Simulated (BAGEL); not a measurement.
# CH6NPSi (SMILES C1NP[SiH2]1): a chain of runs

We compute the energy (HF/cc-pVDZ), then a single-point energy (NEVPT2(2,2)/cc-pVDZ), then the energy (CASPT2(2,2)/cc-pVDZ) of CH6NPSi. 

Program for the calculation: BAGEL 1.2.2.

1 further run of the same task is left out (set aside as unsound or not needed).

## Step 1: The molecule

CH6NPSi has 10 atoms, charge 0, and is taken as a singlet. SMILES: `C1NP[SiH2]1`. The C1–H6 distance was set to 2.531 Å, away from the relaxed value. At this shape a bond of the SMILES string is far longer than usual.

Bond lengths: C1–N2 1.466 Å, N2–P3 1.737 Å, C1–Si4 1.900 Å, P3–Si4 2.263 Å, C1–H5 1.094 Å, N2–H7 1.012 Å, P3–H8 1.446 Å, Si4–H9 1.486 Å, Si4–H10 1.487 Å. Some angles: C1–N2–P3 108.8°, N2–C1–Si4 91.6°, N2–P3–Si4 73.5°, C1–Si4–P3 77.1°, C1–N2–H7 117.6°, P3–N2–H7 119.0°, N2–C1–H5 113.0°, Si4–C1–H5 118.7°, N2–P3–H8 101.5°, Si4–P3–H8 89.9°.

## Step 2: The energy at HF/cc-pVDZ (density fitting with svp-jkfit) (run 1)

input.json

```json
{ "bagel": [

{
  "title": "molecule",
  "basis": "cc-pvdz.json",
  "df_basis": "svp-jkfit",
  "angstrom": false,
  "geometry": [
    { "atom": "C", "xyz": [  1.56278272,  2.01707477, -1.22713145 ] },
    { "atom": "N", "xyz": [  3.27789815,  2.23155868,  0.93754982 ] },
    { "atom": "P", "xyz": [  4.38376588, -0.76025572,  1.71366034 ] },
    { "atom": "Si", "xyz": [  3.26580390, -0.91389045, -2.41217871 ] },
    { "atom": "H", "xyz": [  1.54955464,  3.70573403, -2.41841480 ] },
    { "atom": "H", "xyz": [ -2.93701234,  0.96829567,  0.00680301 ] },
    { "atom": "H", "xyz": [  2.78241196,  3.42832224,  2.34331709 ] },
    { "atom": "H", "xyz": [  2.06507192, -2.04073414,  2.38564695 ] },
    { "atom": "H", "xyz": [  5.36491168, -0.35188590, -4.18984407 ] },
    { "atom": "H", "xyz": [  1.73229115, -3.04587946, -3.41070999 ] }
  ]
},
{ "title": "hf" },
{ "title": "print", "file": "orbitals.molden", "orbitals": true }

]}
```

The basis set cc-pVDZ is read from a file made from the Basis Set Exchange's data (not shown).

The run is started by

```bash
$ BAGEL_NUM_THREADS=1 BAGEL input.json > input.out
```

The log of the run:

```text
* using 1 threads per process

  ===============================================================
  ===============================================================

  *** Geometry ***

  { "atom" : "C", "xyz" : [      1.562783,      2.017075,     -1.227131 ] },
  { "atom" : "N", "xyz" : [      3.277898,      2.231559,      0.937550 ] },
  { "atom" : "P", "xyz" : [      4.383766,     -0.760256,      1.713660 ] },
[... 6 lines of this table left out ...]
  { "atom" : "H", "xyz" : [      1.732291,     -3.045879,     -3.410710 ] },

  Number of auxiliary basis functions:      516

  Since a DF basis is specified, we compute 2- and 3-index integrals:
    o Being stored without compression. Storage requirement is 0.036 GB

  Number of basis functions:       94
  Number of electrons      :       48

    * METHOD: MOLECULE                             0.35

  *** RHF ***

  === Nuclear Repulsion ===
   218.2740523102

      * DIIS with orbital gradients will be used.

  === RHF iteration (cc-pvdz.json) ===
      0       -725.05096530          0.01402488           0.10
      1       -725.14938343          0.01239350           0.09
      2       -725.25087314          0.00172730           0.09
[... 12 lines of this table left out ...]
     15       -725.25608062          0.00000001           0.09
    * SCF iteration converged.

    * Permanent dipole moment:
           (   -1.097726,    -0.179345,     0.354414) a.u.

    * METHOD: HF                                   1.63

    * METHOD: PRINT                                0.02

  ===============================================================
```

It took 2.2 s on 1 thread of Arm Neoverse V1, shared host; peak memory 0.14 GiB.

## Step 3: The energy at NEVPT2(2,2)/cc-pVDZ (density fitting with svp-jkfit) (run 2)

input.json

```json
{ "bagel" : [

{
  "title" : "molecule",
  "basis" : "cc-pvdz.json",
  "df_basis" : "svp-jkfit",
  "angstrom" : "false",
  "geometry" : [
    { "atom" : "C", "xyz" : [  1.56278272,  2.01707477, -1.22713145 ] },
    { "atom" : "N", "xyz" : [  3.27789815,  2.23155868,  0.93754982 ] },
    { "atom" : "P", "xyz" : [  4.38376588, -0.76025572,  1.71366034 ] },
    { "atom" : "Si", "xyz" : [  3.26580390, -0.91389045, -2.41217871 ] },
    { "atom" : "H", "xyz" : [  1.54955464,  3.70573403, -2.41841480 ] },
    { "atom" : "H", "xyz" : [ -2.93701234,  0.96829567,  0.00680301 ] },
    { "atom" : "H", "xyz" : [  2.78241196,  3.42832224,  2.34331709 ] },
    { "atom" : "H", "xyz" : [  2.06507192, -2.04073414,  2.38564695 ] },
    { "atom" : "H", "xyz" : [  5.36491168, -0.35188590, -4.18984407 ] },
    { "atom" : "H", "xyz" : [  1.73229115, -3.04587946, -3.41070999 ] }
  ]
},
{ "title" : "hf" },
{ "title" : "casscf", "nstate" : 1, "nact" : 2, "nclosed" : 23, "active" : [24, 25], "maxiter" : 200, "natocc" : "true" },
{ "title" : "nevpt2", "nstate" : 1, "nact" : 2, "nclosed" : 23, "active" : [24, 25], "maxiter" : 200, "natocc" : "true", "ncore" : 12 },
{ "title" : "print", "file" : "orbitals.molden", "orbitals" : "true" }

]}
```

The basis set cc-pVDZ is read from a file made from the Basis Set Exchange's data (not shown).

The run is started by

```bash
$ BAGEL_NUM_THREADS=1 BAGEL input.json > input.out
```

The log of the run:

```text
* using 1 threads per process

  ===============================================================
  ===============================================================

  *** Geometry ***

  { "atom" : "C", "xyz" : [      1.562783,      2.017075,     -1.227131 ] },
  { "atom" : "N", "xyz" : [      3.277898,      2.231559,      0.937550 ] },
  { "atom" : "P", "xyz" : [      4.383766,     -0.760256,      1.713660 ] },
[... 6 lines of this table left out ...]
  { "atom" : "H", "xyz" : [      1.732291,     -3.045879,     -3.410710 ] },

[... 23 lines left out ...]
    * SCF iteration converged.
[... 1 line left out ...]
    * Permanent dipole moment:
[... 27 lines left out ...]
    * Second-order optimization converged. *
[... 9 lines left out ...]
     * ci vector, state   0, <S^2> = 0.0000
[... 3 lines left out ...]
    * METHOD: CASSCF                               6.43

    * freezing 12 orbitals

  === DF-NEVPT2 calculation ===

    * 3-index integral transformation done
    * assembly done

      NEVPT2 correlation energy:   -0.5021350597      0.23

          (+0)     -0.4377379308
          (+0)'    -0.0105373296
          (+1)     -0.0192047884
          (+1)'    -0.0000000000
          (+2)     -0.0004118265
          (-1)     -0.0331235352
          (-1)'     0.0000000000
          (-2)     -0.0011196492

      NEVPT2 total energy:       -725.8345233059

    * METHOD: NEVPT2                               0.41

    * METHOD: PRINT                                0.02

  ===============================================================
```

It took 9.3 s on 1 thread of Arm Neoverse V1, shared host; peak memory 0.14 GiB.

## Step 4: A single-point energy at CASPT2(2,2)/cc-pVDZ (density fitting with svp-jkfit) (run 3)

input.json

```json
{ "bagel": [

{
  "title": "molecule",
  "basis": "cc-pvdz.json",
  "df_basis": "svp-jkfit",
  "angstrom": false,
  "geometry": [
    { "atom": "C", "xyz": [  1.56278272,  2.01707477, -1.22713145 ] },
    { "atom": "N", "xyz": [  3.27789815,  2.23155868,  0.93754982 ] },
    { "atom": "P", "xyz": [  4.38376588, -0.76025572,  1.71366034 ] },
    { "atom": "Si", "xyz": [  3.26580390, -0.91389045, -2.41217871 ] },
    { "atom": "H", "xyz": [  1.54955464,  3.70573403, -2.41841480 ] },
    { "atom": "H", "xyz": [ -2.93701234,  0.96829567,  0.00680301 ] },
    { "atom": "H", "xyz": [  2.78241196,  3.42832224,  2.34331709 ] },
    { "atom": "H", "xyz": [  2.06507192, -2.04073414,  2.38564695 ] },
    { "atom": "H", "xyz": [  5.36491168, -0.35188590, -4.18984407 ] },
    { "atom": "H", "xyz": [  1.73229115, -3.04587946, -3.41070999 ] }
  ]
},
{
  "title": "hf"
},
{
  "title": "casscf",
  "nstate": 1,
  "nact": 2,
  "nclosed": 23,
  "active": [24, 25],
  "maxiter": 200,
  "natocc": true
},
{
  "title": "print",
  "file": "orbitals.molden",
  "orbitals": true
},
{
  "title": "smith",
  "method": "caspt2",
  "ms": true,
  "xms": true,
  "sssr": true,
  "shift": 0.2,
  "shift_imag": true,
  "ncore": 12
}

]}
```

The basis set cc-pVDZ is read from a file made from the Basis Set Exchange's data (not shown).

The run is started by

```bash
$ BAGEL_NUM_THREADS=1 BAGEL input.json > input.out
```

The log of the run:

```text
* using 1 threads per process

  ===============================================================
  ===============================================================

  *** Geometry ***

  { "atom" : "C", "xyz" : [      1.562783,      2.017075,     -1.227131 ] },
  { "atom" : "N", "xyz" : [      3.277898,      2.231559,      0.937550 ] },
  { "atom" : "P", "xyz" : [      4.383766,     -0.760256,      1.713660 ] },
[... 6 lines of this table left out ...]
  { "atom" : "H", "xyz" : [      1.732291,     -3.045879,     -3.410710 ] },

[... 25 lines left out ...]
    * Permanent dipole moment:
[... 37 lines left out ...]
     * ci vector, state   0, <S^2> = 0.0000
[... 21 lines left out ...]
       #      aibj      arbs      arbi      airj      risj      airs      arst      rist         Etot      error   time
[... 8 lines left out ...]
      ------------------------------------------------------------------------------------------------------------------

    * CASPT2 energy : state  0     -725.8415244282
        w/o shift correction       -725.8375362945
        reference weight              0.8299494089

    * METHOD: SMITH                                0.78

  ===============================================================
```

Run time: 9 s. Hardware: 1 thread of Arm Neoverse V1, shared host; peak memory 0.21 GiB.

## Step 5: Summary of results

| quantity | value |
| --- | --- |
| run 1, HF/cc-pVDZ: total energy | -725.25608 Eh |
| run 1, HF/cc-pVDZ: dipole moment | 2.97 D |
| run 1, HF/cc-pVDZ: HOMO energy | -7.78 eV |
| run 1, HF/cc-pVDZ: LUMO energy | 0.53 eV |
| run 1, HF/cc-pVDZ: HOMO–LUMO gap | 8.31 eV |
| run 2, NEVPT2(2,2)/cc-pVDZ: total energy | -725.83452 Eh |
| run 3, CASPT2(2,2)/cc-pVDZ: total energy | -725.84152 Eh |

In words: One bond (run 1, HF/cc-pVDZ) is far stretched, which a spin-restricted single reference describes badly; a broken-symmetry solution may lie lower.
